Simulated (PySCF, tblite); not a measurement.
**C₆HF₃: dynamics, then NMR shifts on frames**

How do NMR shifts of C₆HF₃ (`C#CC#CC(F)=C(F)F`) change as the atoms move?

Computed with tblite 0.8.0 and PySCF 2.14.0, with density-fitted response routines of our own, on a single molecule in the gas phase. Atoms count from 0, in the outputs and in this text.

## Step 1: The molecule as given

10 atoms, charge 0, multiplicity 1; geometry from: GFN2-xTB.

Bonds of the start (Å): C0–C1 1.21, C1–C2 1.35, C2–C3 1.21, C3–C4 1.40, C4–F5 1.35, C4–C6 1.34, C6–F7 1.33, C6–F8 1.32, C0–H9 1.05.

## Step 2: A short Langevin run with GFN2-xTB

The job: settings as JSON, then the geometry in Å.

```
{"job": {"kind": "md", "xc": "GFN2-xTB", "basis": "xTB", "temperature": 400, "steps": 2000, "every": 50, "frames": 5}, "charge": 0, "multiplicity": 1}
C     -3.601118     0.317006     0.089413
C     -2.418053     0.099653     0.008316
C     -1.090559    -0.146194    -0.081455
C      0.105770    -0.326233    -0.157597
C      1.475566    -0.607944    -0.250680
F      1.837055    -1.901205    -0.372758
C      2.429886     0.329871    -0.224780
F      2.170453     1.624550    -0.107675
F      3.729889     0.107526    -0.309528
H     -4.630007     0.507623     0.160048
```

With the program's defaults for keys left out, this is: GFN2-xTB Langevin dynamics, gas phase.

Started as:

```sh
> OMP_NUM_THREADS=1 python probes_run.py task.json out
```

The driver reads the jobs from task.json and runs them one after another.

Output:

```text
t/fs     T/K      E/eV
    0.0   339.0   -745.10071
   25.0   166.6   -744.75559
   50.0   344.0   -744.77727
   75.0   292.9   -744.48800
  100.0   399.3   -744.65067
  125.0   410.4   -744.74880
  150.0   420.5   -744.82047
  175.0   285.0   -744.72591
  200.0   208.5   -744.60754
  225.0   338.6   -744.73947
  250.0   466.9   -744.71770
  275.0   316.1   -744.68794
  300.0   405.5   -744.73715
  325.0   180.5   -744.59736
  350.0   361.4   -744.74312
  375.0   345.4   -744.77786
  400.0   158.4   -744.75194
  425.0   215.7   -744.71792
  450.0   329.8   -744.80236
  475.0   270.7   -744.63029
  500.0   422.0   -744.60272
  525.0   335.5   -744.46652
  550.0   563.2   -744.67416
  575.0   407.4   -744.38657
  600.0   387.1   -744.51732
  625.0   563.6   -744.66313
  650.0   620.0   -744.74940
  675.0   383.3   -744.46838
  700.0   603.6   -744.82005
  725.0   536.1   -744.77147
  750.0   538.9   -744.85556
  775.0   500.8   -744.59310
  800.0   520.3   -744.73807
  825.0   610.9   -744.72504
  850.0   566.5   -744.78372
  875.0   450.9   -744.62553
  900.0   335.3   -744.67926
  925.0   425.5   -744.59158
  950.0   363.4   -744.62089
  975.0   506.2   -744.58015
 1000.0   388.2   -744.50859
```

Wall time 16 s (1 thread of Arm Neoverse N1, shared host).

Distance from the start (root mean square after alignment): 0 fs 0.00 Å, 200 fs 0.19 Å, 400 fs 0.23 Å, 600 fs 0.22 Å, 800 fs 0.14 Å, 1000 fs 0.23 Å.

Positions (Å) and forces (eV/Å) at 1000 fs:

```xyz
10

C    -4.307    0.068   -0.076    3.230    0.505   -0.042
C    -3.077    0.199   -0.177   -3.645   -0.220    0.906
C    -1.802    0.239    0.207    2.578   -0.446   -0.313
C    -0.586    0.123    0.384   -2.467   -0.246    0.145
C     0.734   -0.010    0.791    0.369    0.724   -1.403
F     1.078   -0.431    1.977    0.209   -0.142    1.516
C     1.641    0.380   -0.129   -0.745   -0.671    0.315
F     1.200    0.417   -1.381    0.538    0.683   -0.524
F     2.926    0.566    0.014    0.540   -0.078   -0.194
H    -5.314    0.108    0.166   -0.607   -0.109   -0.406
```

## Step 3: Nuclear shieldings: 250 fs, PBE0/pcSseg-1

The job: settings as JSON, then the geometry in Å.

```
{"job": {"kind": "nmr", "xc": "PBE0", "basis": "pcSseg-1", "pop": false}, "charge": 0, "multiplicity": 1}
C     -3.580200     0.598900    -0.005600
C     -2.463800     0.251700     0.255300
C     -1.118400     0.019300     0.212200
C      0.008700    -0.338600    -0.039300
C      1.339500    -0.559500    -0.164800
F      1.731800    -1.914200     0.108300
C      2.329100     0.267100    -0.518900
F      2.101300     1.447400    -0.958900
F      3.605500    -0.129800    -0.580600
H     -4.599900     0.978900     0.017000
```

Method: GIAO PBE0/pcSseg-1 NMR shielding, non-relativistic, gas phase.

Output:

```text
coarse grid: 10400 points
cycle   1  E = -527.7510559756  dE =  1.753e+00  |g| = 8.406e-01  |ddm| = 3.547e+00
cycle   2  E = -527.4561670276  dE =  2.949e-01  |g| = 1.487e+00  |ddm| = 2.058e+00
cycle   3  E = -527.8803679570  dE = -4.242e-01  |g| = 1.972e-01  |ddm| = 1.410e+00
cycle   4  E = -527.8848213078  dE = -4.453e-03  |g| = 1.444e-01  |ddm| = 2.644e-01
cycle   5  E = -527.8897034436  dE = -4.882e-03  |g| = 4.096e-02  |ddm| = 1.212e-01
cycle   6  E = -527.8900607477  dE = -3.573e-04  |g| = 9.936e-03  |ddm| = 4.312e-02
cycle   7  E = -527.8900800066  dE = -1.926e-05  |g| = 2.343e-03  |ddm| = 9.083e-03
cycle   8  E = -527.8900812753  dE = -1.269e-06  |g| = 1.009e-03  |ddm| = 3.397e-03
final grid: 107432 points
cycle   9  E = -527.9647573180  dE = -3.260e-05  |g| = 6.429e-03  |ddm| = 6.504e-02
cycle  10  E = -527.9647439850  dE =  1.333e-05  |g| = 1.086e-02  |ddm| = 1.533e-02
cycle  11  E = -527.9647655551  dE = -2.157e-05  |g| = 1.481e-03  |ddm| = 8.760e-03
cycle  12  E = -527.9647659599  dE = -4.048e-07  |g| = 7.870e-04  |ddm| = 1.606e-03
cycle  13  E = -527.9647661218  dE = -1.619e-07  |g| = 1.124e-04  |ddm| = 6.528e-04
cycle  14  E = -527.9647661243  dE = -2.576e-09  |g| = 4.197e-05  |ddm| = 1.203e-04
cycle  15  E = -527.9647661246  dE = -2.697e-10  |g| = 1.380e-05  |ddm| = 4.862e-05
converged SCF energy = -527.9647661246

GIAO shielding tensors (ppm)
atom      isotropic    diamagn.    paramagn.     s11        s22        s33       span
  0 C       90.581     261.328    -170.747     18.120     35.094    218.530    200.410
  1 C      112.880     258.640    -145.759     16.869     28.076    293.696    276.828
  2 C       76.704     252.164    -175.460     17.106     46.523    166.482    149.376
  3 C      124.932     255.985    -131.053     20.970     38.683    315.142    294.172
  4 C       52.649     250.736    -198.087      4.163     65.386     88.398     84.235
  5 F      323.506     471.541    -148.035    280.460    321.774    368.285     87.825
  6 C        9.314     252.815    -243.501    -63.953     33.115     58.779    122.732
  7 F      279.376     473.955    -194.578    250.076    288.593    299.459     49.383
  8 F      240.025     469.384    -229.359    183.827    260.077    276.171     92.344
  9 H       27.836      30.545      -2.709     23.793     23.938     35.779     11.985
```

Wall time 27 s (1 thread of Arm Neoverse N1, shared host); peak memory 0.71 GiB.

Shifts follow as δ = σ(reference) − σ, with reference shieldings (ppm) from runs at the same level and on the same kind of geometry: 1H TMS 31.72, 13C TMS 186.9, 19F CFCl3 170.9. The references are single molecules in the gas phase, so shifts against H2O, NH3, PH3, H3PO4 or CFCl3 are not on the usual liquid scales and can be off by tens of ppm. Each atom is listed at this fixed geometry, with no averaging over motion; a spectrum would average atoms that exchange fast.

```tsv
atoms	environment	σ (ppm)	δ (ppm)
C6	fully substituted alkene carbon	9.3	177.6
C4	fully substituted alkene carbon	52.6	134.3
C2	alkyne carbon	76.7	110.2
C0	terminal alkyne carbon	90.6	96.3
C1	alkyne carbon	112.9	74.0
C3	alkyne carbon	124.9	62.0
H9	hydrogen on a terminal alkyne carbon	27.84	3.88
F8	vinylic fluorine	240.0	-69.1
F7	vinylic fluorine	279.4	-108.4
F5	vinylic fluorine	323.5	-152.6
```

## Step 4: Shielding tensors: 425 fs, PBE0/pcSseg-1

The job: settings as JSON, then the geometry in Å.

```
{"job": {"kind": "nmr", "xc": "PBE0", "basis": "pcSseg-1", "pop": false}, "charge": 0, "multiplicity": 1}
C     -3.373500     0.946000     0.567000
C     -2.385500     0.304400     0.338300
C     -1.174000    -0.297800     0.242700
C     -0.062600    -0.766900     0.134300
C      1.197000    -1.119000    -0.368000
F      1.667100    -2.437100    -0.139500
C      2.077800    -0.244800    -0.828300
F      1.904900     1.008100    -1.252600
F      3.293200    -0.623500    -1.252600
H     -4.409700     1.269000     0.724400
```

Method: GIAO PBE0/pcSseg-1 NMR shielding, non-relativistic, gas phase.

Output:

```text
coarse grid: 10400 points
cycle   1  E = -527.7510282421  dE =  1.648e+00  |g| = 8.433e-01  |ddm| = 3.507e+00
cycle   2  E = -527.4639358021  dE =  2.871e-01  |g| = 1.490e+00  |ddm| = 1.864e+00
cycle   3  E = -527.8774000950  dE = -4.135e-01  |g| = 2.002e-01  |ddm| = 1.255e+00
cycle   4  E = -527.8823389818  dE = -4.939e-03  |g| = 1.459e-01  |ddm| = 2.515e-01
cycle   5  E = -527.8875971783  dE = -5.258e-03  |g| = 3.270e-02  |ddm| = 1.199e-01
cycle   6  E = -527.8878182040  dE = -2.210e-04  |g| = 1.039e-02  |ddm| = 3.722e-02
cycle   7  E = -527.8878398787  dE = -2.167e-05  |g| = 3.305e-03  |ddm| = 1.014e-02
cycle   8  E = -527.8878423449  dE = -2.466e-06  |g| = 1.308e-03  |ddm| = 3.372e-03
final grid: 107432 points
cycle   9  E = -527.9634933345  dE = -3.418e-05  |g| = 7.098e-03  |ddm| = 7.653e-02
cycle  10  E = -527.9634720454  dE =  2.129e-05  |g| = 1.266e-02  |ddm| = 1.598e-02
cycle  11  E = -527.9635031102  dE = -3.106e-05  |g| = 1.867e-03  |ddm| = 9.665e-03
cycle  12  E = -527.9635038800  dE = -7.698e-07  |g| = 7.602e-04  |ddm| = 1.873e-03
cycle  13  E = -527.9635040302  dE = -1.503e-07  |g| = 1.259e-04  |ddm| = 6.658e-04
cycle  14  E = -527.9635040324  dE = -2.165e-09  |g| = 8.726e-05  |ddm| = 1.591e-04
cycle  15  E = -527.9635040340  dE = -1.642e-09  |g| = 1.966e-05  |ddm| = 7.168e-05
cycle  16  E = -527.9635040341  dE = -8.527e-11  |g| = 9.004e-06  |ddm| = 2.415e-05
converged SCF energy = -527.9635040341

GIAO shielding tensors (ppm)
atom      isotropic    diamagn.    paramagn.     s11        s22        s33       span
  0 C       94.447     263.065    -168.617     23.171     31.279    228.892    205.721
  1 C      112.812     254.469    -141.657     20.387     25.033    293.017    272.630
  2 C       80.082     249.860    -169.777     12.294     42.028    185.925    173.630
  3 C      125.137     259.264    -134.127     22.985     37.873    314.554    291.569
  4 C       55.134     251.723    -196.589     12.872     64.301     88.231     75.359
  5 F      334.492     469.715    -135.222    306.722    323.907    372.847     66.125
  6 C        4.224     246.993    -242.768    -62.357     19.904     55.126    117.483
  7 F      261.829     474.256    -212.427    230.137    256.308    299.041     68.904
  8 F      224.165     468.779    -244.614    162.221    239.073    271.203    108.982
  9 H       27.697      30.215      -2.518     23.483     23.655     35.954     12.471
```

It took 29 s on 1 thread of Arm Neoverse N1, shared host; peak memory 0.84 GiB.

Key values: δ C6 182.7, C4 131.8, C2 106.8, C0 92.5, H9 4.02 ppm.

## Step 5: Nuclear shieldings: 625 fs, PBE0/pcSseg-1

The job: settings as JSON, then the geometry in Å.

```
{"job": {"kind": "nmr", "xc": "PBE0", "basis": "pcSseg-1", "pop": false}, "charge": 0, "multiplicity": 1}
C     -3.510700     0.602500     0.751000
C     -2.432000     0.123900     0.544200
C     -1.147400    -0.314400     0.418700
C     -0.050400    -0.709300     0.066200
C      1.218900    -1.212100    -0.267400
F      1.781900    -2.269100     0.396300
C      2.137800    -0.460200    -0.863600
F      1.818000     0.741200    -1.184500
F      3.452800    -0.703600    -1.026400
H     -4.555000     0.761800     0.851900
```

Method: GIAO PBE0/pcSseg-1 NMR shielding, non-relativistic, gas phase.

Output:

```text
coarse grid: 10400 points
cycle   1  E = -527.7570966005  dE =  1.770e+00  |g| = 8.232e-01  |ddm| = 3.572e+00
cycle   2  E = -527.4837530023  dE =  2.733e-01  |g| = 1.423e+00  |ddm| = 1.926e+00
cycle   3  E = -527.8749218721  dE = -3.912e-01  |g| = 2.222e-01  |ddm| = 1.304e+00
cycle   4  E = -527.8829622747  dE = -8.040e-03  |g| = 1.426e-01  |ddm| = 2.710e-01
cycle   5  E = -527.8879203159  dE = -4.958e-03  |g| = 3.363e-02  |ddm| = 1.171e-01
cycle   6  E = -527.8881588995  dE = -2.386e-04  |g| = 1.084e-02  |ddm| = 4.087e-02
cycle   7  E = -527.8881839759  dE = -2.508e-05  |g| = 2.797e-03  |ddm| = 1.053e-02
cycle   8  E = -527.8881857082  dE = -1.732e-06  |g| = 1.291e-03  |ddm| = 3.291e-03
final grid: 107432 points
cycle   9  E = -527.9638301185  dE = -3.591e-05  |g| = 6.608e-03  |ddm| = 6.692e-02
cycle  10  E = -527.9638121559  dE =  1.796e-05  |g| = 1.156e-02  |ddm| = 1.629e-02
cycle  11  E = -527.9638386716  dE = -2.652e-05  |g| = 1.875e-03  |ddm| = 9.629e-03
cycle  12  E = -527.9638394704  dE = -7.988e-07  |g| = 6.791e-04  |ddm| = 1.861e-03
cycle  13  E = -527.9638395856  dE = -1.153e-07  |g| = 1.161e-04  |ddm| = 6.133e-04
cycle  14  E = -527.9638395875  dE = -1.836e-09  |g| = 7.525e-05  |ddm| = 1.360e-04
cycle  15  E = -527.9638395886  dE = -1.183e-09  |g| = 2.073e-05  |ddm| = 6.397e-05
cycle  16  E = -527.9638395888  dE = -1.069e-10  |g| = 7.241e-06  |ddm| = 2.353e-05
converged SCF energy = -527.9638395888

GIAO shielding tensors (ppm)
atom      isotropic    diamagn.    paramagn.     s11        s22        s33       span
  0 C       95.930     262.750    -166.820     21.291     38.304    228.195    206.904
  1 C      112.260     253.800    -141.540     18.415     25.168    293.198    274.783
  2 C       80.979     251.621    -170.642     12.325     47.405    183.208    170.883
  3 C      122.055     260.732    -138.678     18.625     32.525    315.014    296.389
  4 C       60.197     249.461    -189.264      4.396     82.985     93.211     88.815
  5 F      363.665     469.160    -105.495    302.718    374.671    413.605    110.887
  6 C        6.368     254.058    -247.691    -72.266     33.561     57.809    130.075
  7 F      269.825     475.823    -205.998    236.440    284.757    288.277     51.838
  8 F      233.361     469.580    -236.219    163.187    253.503    283.392    120.205
  9 H       28.596      31.463      -2.867     24.115     24.599     37.072     12.957
```

Run time: 28 s. Hardware: 1 thread of Arm Neoverse N1, shared host; peak memory 0.84 GiB.

This run: δ C6 180.6, C4 126.7, C2 105.9, C0 91.0, H9 3.12 ppm.

## Step 6: Nuclear shieldings: 800 fs, PBE0/pcSseg-1

The job: settings as JSON, then the geometry in Å.

```
{"job": {"kind": "nmr", "xc": "PBE0", "basis": "pcSseg-1", "pop": false}, "charge": 0, "multiplicity": 1}
C     -3.957300    -0.024800     0.536600
C     -2.751400     0.092200     0.523200
C     -1.394200     0.057300     0.426600
C     -0.229100    -0.064200     0.392800
C      1.191100    -0.386100     0.476500
F      1.650000    -1.324600     1.339600
C      1.999800     0.114900    -0.476600
F      1.485800     0.858300    -1.493700
F      3.327600     0.004900    -0.501400
H     -5.033500     0.083600     0.646500
```

Method: GIAO PBE0/pcSseg-1 NMR shielding, non-relativistic, gas phase.

Output:

```text
coarse grid: 10400 points
cycle   1  E = -527.7525896158  dE =  1.643e+00  |g| = 8.396e-01  |ddm| = 3.612e+00
cycle   2  E = -527.4891664729  dE =  2.634e-01  |g| = 1.441e+00  |ddm| = 1.833e+00
cycle   3  E = -527.8817954411  dE = -3.926e-01  |g| = 1.774e-01  |ddm| = 1.193e+00
cycle   4  E = -527.8856284280  dE = -3.833e-03  |g| = 1.288e-01  |ddm| = 2.196e-01
cycle   5  E = -527.8895136259  dE = -3.885e-03  |g| = 2.726e-02  |ddm| = 9.995e-02
cycle   6  E = -527.8896665892  dE = -1.530e-04  |g| = 1.008e-02  |ddm| = 3.243e-02
cycle   7  E = -527.8896888314  dE = -2.224e-05  |g| = 2.498e-03  |ddm| = 9.955e-03
cycle   8  E = -527.8896902950  dE = -1.464e-06  |g| = 7.578e-04  |ddm| = 3.179e-03
final grid: 107432 points
cycle   9  E = -527.9652736963  dE = -3.647e-05  |g| = 6.451e-03  |ddm| = 8.141e-02
cycle  10  E = -527.9652625858  dE =  1.111e-05  |g| = 1.041e-02  |ddm| = 1.444e-02
cycle  11  E = -527.9652815513  dE = -1.897e-05  |g| = 1.548e-03  |ddm| = 8.175e-03
cycle  12  E = -527.9652820271  dE = -4.758e-07  |g| = 7.785e-04  |ddm| = 1.624e-03
cycle  13  E = -527.9652821898  dE = -1.626e-07  |g| = 1.135e-04  |ddm| = 6.604e-04
cycle  14  E = -527.9652821925  dE = -2.759e-09  |g| = 4.096e-05  |ddm| = 1.420e-04
cycle  15  E = -527.9652821929  dE = -4.009e-10  |g| = 1.665e-05  |ddm| = 5.143e-05
converged SCF energy = -527.9652821929

GIAO shielding tensors (ppm)
atom      isotropic    diamagn.    paramagn.     s11        s22        s33       span
  0 C       97.831     263.717    -165.886     22.664     33.433    237.395    214.730
  1 C      113.278     253.169    -139.891     21.283     25.927    292.625    271.342
  2 C       92.197     246.235    -154.037     25.052     40.362    211.178    186.126
  3 C      120.303     261.083    -140.779     17.620     35.555    307.734    290.114
  4 C       56.760     250.335    -193.575      4.658     77.758     87.863     83.205
  5 F      355.565     470.371    -114.806    313.064    370.352    383.279     70.214
  6 C        5.193     251.319    -246.126    -64.083     28.111     51.551    115.634
  7 F      264.614     475.322    -210.708    214.166    254.157    325.520    111.354
  8 F      243.609     468.902    -225.293    195.291    257.491    278.047     82.757
  9 H       28.249      31.024      -2.775     23.795     23.870     37.081     13.286
```

Wall time 28 s (1 thread of Arm Neoverse N1, shared host); peak memory 0.84 GiB.

In short: δ C6 181.7, C4 130.2, C2 94.7, C0 89.1, H9 3.47 ppm.

## Step 7: Shielding tensors: 1000 fs, PBE0/pcSseg-1

The job: settings as JSON, then the geometry in Å.

```
{"job": {"kind": "nmr", "xc": "PBE0", "basis": "pcSseg-1", "pop": false}, "charge": 0, "multiplicity": 1}
C     -4.307000     0.067900    -0.076200
C     -3.077000     0.199000    -0.177100
C     -1.802300     0.238800     0.206900
C     -0.586300     0.123000     0.383700
C      0.734300    -0.009800     0.790900
F      1.077600    -0.431100     1.977100
C      1.640600     0.379900    -0.128800
F      1.200200     0.416700    -1.381400
F      2.925700     0.566400     0.013700
H     -5.314100     0.107900     0.166100
```

Level: GIAO PBE0/pcSseg-1 NMR shielding, non-relativistic, gas phase.

Output:

```text
coarse grid: 10400 points
cycle   1  E = -527.7519220087  dE =  1.823e+00  |g| = 8.106e-01  |ddm| = 3.561e+00
cycle   2  E = -527.4315003746  dE =  3.204e-01  |g| = 1.459e+00  |ddm| = 1.937e+00
cycle   3  E = -527.8633423879  dE = -4.318e-01  |g| = 2.623e-01  |ddm| = 1.384e+00
cycle   4  E = -527.8761760261  dE = -1.283e-02  |g| = 1.528e-01  |ddm| = 3.286e-01
cycle   5  E = -527.8818646488  dE = -5.689e-03  |g| = 4.894e-02  |ddm| = 1.339e-01
cycle   6  E = -527.8824126008  dE = -5.480e-04  |g| = 1.574e-02  |ddm| = 5.296e-02
cycle   7  E = -527.8824665351  dE = -5.393e-05  |g| = 7.412e-03  |ddm| = 1.465e-02
cycle   8  E = -527.8824798122  dE = -1.328e-05  |g| = 1.378e-03  |ddm| = 5.854e-03
cycle   9  E = -527.8824802851  dE = -4.728e-07  |g| = 4.411e-04  |ddm| = 2.052e-03
final grid: 107432 points
cycle  10  E = -527.9557072416  dE = -3.329e-05  |g| = 5.081e-03  |ddm| = 6.101e-02
cycle  11  E = -527.9557046743  dE =  2.567e-06  |g| = 6.814e-03  |ddm| = 1.006e-02
cycle  12  E = -527.9557127125  dE = -8.038e-06  |g| = 9.366e-04  |ddm| = 5.536e-03
cycle  13  E = -527.9557128129  dE = -1.003e-07  |g| = 6.110e-04  |ddm| = 1.123e-03
cycle  14  E = -527.9557129140  dE = -1.011e-07  |g| = 1.325e-04  |ddm| = 5.372e-04
cycle  15  E = -527.9557129186  dE = -4.570e-09  |g| = 2.905e-05  |ddm| = 1.317e-04
cycle  16  E = -527.9557129188  dE = -2.060e-10  |g| = 8.272e-06  |ddm| = 3.351e-05
converged SCF energy = -527.9557129188

GIAO shielding tensors (ppm)
atom      isotropic    diamagn.    paramagn.     s11        s22        s33       span
  0 C       71.364     259.770    -188.406     -4.980     11.267    207.806    212.786
  1 C      106.820     256.302    -149.482     -1.194     23.026    298.629    299.823
  2 C       81.281     253.405    -172.124     14.511     53.218    176.115    161.604
  3 C      118.057     261.983    -143.926      4.285     38.505    311.379    307.095
  4 C       64.853     248.296    -183.443     15.544     83.248     95.768     80.224
  5 F      368.292     469.631    -101.339    304.273    391.925    408.679    104.406
  6 C        9.419     251.606    -242.187    -63.491     33.550     58.198    121.689
  7 F      270.321     474.410    -204.089    218.533    264.078    328.352    109.819
  8 F      248.390     469.022    -220.632    182.467    254.596    308.107    125.639
  9 H       27.742      32.671      -4.929     22.044     25.072     36.112     14.068
```

Run time: 27 s. Hardware: 1 thread of Arm Neoverse N1, shared host; peak memory 0.84 GiB.

This run: δ C6 177.5, C4 122.1, C0 115.6, C2 105.6, H9 3.97 ppm.

## Step 8: Comparing the runs: NMR shifts

Shifts (ppm) of some atoms, chosen among heavy atoms and hydrogens apart, with basis size and wall time:

```tsv
frame	C2	C0	H9	F8	F7	F5	functions	time
250 fs	110.2	96.3	3.88	-69.1	-108.4	-152.6	158	27 s
425 fs	106.8	92.5	4.02	-53.2	-90.9	-163.5	158	29 s
625 fs	105.9	91.0	3.12	-62.4	-98.9	-192.7	158	28 s
800 fs	94.7	89.1	3.47	-72.7	-93.7	-184.6	158	28 s
1000 fs	105.6	115.6	3.97	-77.4	-99.4	-197.3	158	27 s
```

## Step 9: Results

| quantity | value |
| --- | --- |
| thermostat | 400 K |
| mean temperature, second half | 478 K |
| mean potential energy above the minimum | 0.46 eV |
| 13C shifts against TMS (PBE0/pcSseg-1, 250 fs) | 177.6, 134.3, 110.2, 96.3, 74.0, 62.0 ppm |
| 1H shifts against TMS (PBE0/pcSseg-1, 250 fs) | 3.88 ppm |
| 19F shifts against CFCl3 (PBE0/pcSseg-1, 250 fs) | -69.1, -108.4, -152.6 ppm |
| range of the shift of F5 | -197.3 to -152.6 ppm |

In words: In the second half the potential energy averages 0.46 eV above the minimum; equipartition over 24 harmonic modes at 400 K would give 0.41 eV. With 10 atoms the temperature swings widely (158 to 620 K). Shifts at one fixed geometry are not the observed spectrum, which averages over the motion. In the first frame run (250 fs): The largest span, 294 ppm, is at C3, where the paramagnetic term is -131 ppm. Across the 5 runs the shift of F5 moves most, between -197.3 (1000 fs) and -152.6 ppm (250 fs).
